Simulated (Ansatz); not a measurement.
Predict the output of the script below (the Ansatz DFT code, driven from Python).

Script `deck_mns.py`:
```python
"""MnS from an input typed as a mapping."""

import json

import ansatz


def main() -> None:
    config = {
        "crystal": {
            "lattice": [[3.09904, 0.0, 0.0], [0.0, 3.09904, 0.0], [0.0, 0.0, 3.09904]],
            "atoms": [
                {"symbol": "Mn", "position": [0.5, 0.5, 0.5], "spin": 4.0},
                {"symbol": "S", "position": [0.0, 0.0, 0.0]},
            ],
        },
        "magnetization": {"spin_polarized": True},
        "kpoints": {"mp_grid": {"grid": [7, 7, 7]}},
        "hamiltonian": {"xc": "pbesol"},
        "scf": {"occupations": {"method": "gaussian", "width": 0.15}},
        "output": {"forces": True, "stress": True, "eigenvalues": True},
    }

    planned = ansatz.Session.from_dict(config).plan(threads=1, pin="off")
    done = planned.execute()
    r = done.report

    print("%-22s %14.5f eV" % ("F = E - TS", r["free_energy_ev"]))
    print("%-22s %14.5f eV" % ("E", r["internal_energy_ev"]))
    print("%-22s %14.5f eV" % ("Harris-Foulkes", r["harris_foulkes_ev"]))
    print("%-22s %14.5f eV" % ("Fermi level", r["fermi_energy_ev"]))

    print("band  energy (eV)  occupation, at k =", r["kpoints_frac"][0])
    for band, (e, occ) in enumerate(zip(r["eigenvalues_ev"][0], r["occupations"][0]), start=1):
        print(f"{band:4d} {e:12.4f} {occ:9.4f}")

    # forces, one row an atom
    print("forces (eV/A)")
    for site, force in zip(done.lattice.sites, r["forces_ev_ang"]):
        print(f"  {site.symbol:2s} {force[0]:9.4f} {force[1]:9.4f} {force[2]:9.4f}")

    print(f"net moment {r['magnetization_mub']:.3f} muB, absolute {r['absolute_magnetization_mub']:.3f} muB")
    for index, (site, m) in enumerate(zip(done.lattice.sites, r["site_moments_mub"])):
        print(f"  {index:2d} {site.symbol:2s} {m:7.3f}")

    used = r["setup"]
    print("cutoffs (eV):", used["ecut_ev"], used["ecutrho_ev"], " FFT grid:", used["fft_dense"])
    print("cell volume {:.3f} A^3, {} symmetry operations".format(used["cell_volume_ang3"], used["n_sym_ops"]))

    keep = ["free_energy_ev", "energy_sigma0_ev", "fermi_energy_ev", "n_iterations", "converged", "magnetization_mub", "n_kpoints"]
    with open("mns.json", "w") as handle:
        json.dump({key: r[key] for key in keep}, handle, indent=1)


if __name__ == "__main__":
    main()
```

```console
$ python deck_mns.py
DeckWarning: basis.ecutwfc = 420 eV, auto-derived from the records' recommended cutoffs: set by Mn (normal level)
F = E - TS                -4753.72893 eV
E                         -4753.71021 eV
Harris-Foulkes            -4753.72893 eV
Fermi level                  12.66874 eV
band  energy (eV)  occupation, at k = [0.0, 0.0, 0.0]
   1     -68.0502    1.0000
   2     -36.9130    1.0000
   3     -36.9130    1.0000
   4     -36.9130    1.0000
   5      -2.8211    1.0000
   6       9.2819    1.0000
   7       9.2819    1.0000
   8      10.7573    1.0000
   9      10.7573    1.0000
  10      10.7573    1.0000
  11      10.8935    1.0000
  12      10.8935    1.0000
  13      10.8935    1.0000
  14      14.5550    0.0000
  15      19.5080    0.0000
  16      19.5080    0.0000
  17      27.7320    0.0000
forces (eV/A)
  Mn    0.0000    0.0000    0.0000
  S    -0.0000   -0.0000    0.0000
net moment 3.334 muB, absolute 3.610 muB
   0 Mn   3.328
   1 S   -0.123
cutoffs (eV): 420.0 1680.0  FFT grid: [24, 24, 24]
cell volume 29.763 A^3, 48 symmetry operations
```
(Warnings from the package without file and line.)

File `mns.json` afterwards:
```json
{
 "free_energy_ev": -4753.728930624052,
 "energy_sigma0_ev": -4753.719568247813,
 "fermi_energy_ev": 12.66874007046848,
 "n_iterations": 11,
 "converged": true,
 "magnetization_mub": 3.3343699464216616,
 "n_kpoints": 20
}
```

Notes:
- Total energies depend on the potentials; only differences at equal settings carry meaning. A total without «per atom» is that of the cell as typed.
- Other magnetic orders than the one started from may lie lower.
- The levels shown are those of the first spin channel.
- The mesh is modest for a metal, so energies can be off by several to tens of meV an atom and pressures by half a GPa or more; differences at equal mesh fare better.
- An absolute Fermi energy rests on an arbitrary zero of the periodic potential and has no direct meaning.
- With one magnetic atom the cell can hold only ferromagnetic order.
- Without a Hubbard U or exact exchange, semilocal functionals often make such 3d compounds metallic or too weakly gapped.
- At these settings the cell as given stands under about -13 GPa, so it isn't at this functional's equilibrium volume.
- The structure comes from a database of computed cells and needn't be a stable or known phase.
- Levels are Kohn-Sham eigenvalues on this mesh.
- Wall time of the script: 2 s on 1 thread of Arm Neoverse V2, with other jobs on the host, peak memory 0.33 GiB.

(Lines on the test bed's own set-up are left out of the output.)
